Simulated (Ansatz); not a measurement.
# NaY2B2: the cost of one run

Program: Ansatz 0.2.0. Level of theory: DFT PBE, scalar-relativistic, plane waves, PAW. These are calculated values, not measurements.

### Step 1. The starting structure

It takes space group I4/mmm (No. 139, tetragonal). The conventional cell has a = 4.125 Å, b = 4.125 Å, c = 10.135 Å, α = 90.00°, β = 90.00°, γ = 90.00°. Na (site symmetry 4/mmm) is surrounded by 8 B at 3.13 Å and 8 Y at 3.27 Å. Y (site symmetry -4m2) has 4 B at 2.49 Å in its first shell of neighbours. B (site symmetry 4mm) has 1 B at 2.27 Å and 4 Y at 2.49 Å and 4 Na at 3.13 Å in its first shell of neighbours.

Coordinates:

```cif
data_structure
_symmetry_space_group_name_H-M 'P 1'
_symmetry_Int_Tables_number 1
_cell_length_a 5.8470
_cell_length_b 5.8470
_cell_length_c 5.8470
_cell_angle_alpha 138.689
_cell_angle_beta 138.689
_cell_angle_gamma 59.850
_cell_volume 86.23
loop_
_atom_site_label
_atom_site_type_symbol
_atom_site_fract_x
_atom_site_fract_y
_atom_site_fract_z
_atom_site_occupancy
Na1 Na 0.00000 0.00000 0.00000 1
Y1 Y 0.75000 0.25000 0.50000 1
Y2 Y 0.25000 0.75000 0.50000 1
B1 B 0.38800 0.38800 0.00000 1
B2 B 0.61200 0.61200 0.00000 1
```

This is candidate A: LiCu2P2 type (I4/mmm, No. 139).

(A quick probe on a coarse mesh, which set the mesh and smearing, is not shown.)

### Step 3. Coarse relaxation (candidate A)

The input, input.yaml:

```yaml
crystal:
  lattice:
    - [-2.0625460486, 2.0625460486, 5.0674851463]
    - [2.0625460486, -2.0625460486, 5.0674851463]
    - [2.0625460486, 2.0625460486, -5.0674851463]
  atoms:
    - { symbol: Na, position: [0.0, 0.0, 0.0] }
    - { symbol: "Y", position: [0.75, 0.25, 0.5] }
    - { symbol: "Y", position: [0.25, 0.75, 0.5] }
    - { symbol: B, position: [0.388, 0.388, 0.0] }
    - { symbol: B, position: [0.612, 0.612, 0.0] }
basis:
  ecutwfc: 420
kpoints:
  mp_grid: { grid: [6, 6, 6] }
hamiltonian:
  xc: pbe
scf:
  occupations: { method: gaussian, width: 0.1 }
  lower_state_search: "off"
output:
  forces: true
  stress: true
  eigenvalues: true
relax:
  adjacent_minimum: "off"
  f_tol: 0.04
  max_steps: 70
  cell: { stress_tol: 0.4 }
```

Started as:

```bash
ansatz run input.yaml --threads 1 --pin off --max-ram 2560MiB --backend cpu --events-out ev --progress --plain --runs-dir out
```

Q: Estimate wall time and peak memory on 1 thread of Arm Neoverse V1, shared host.

About 75 s, with a peak of 0.39 GiB.
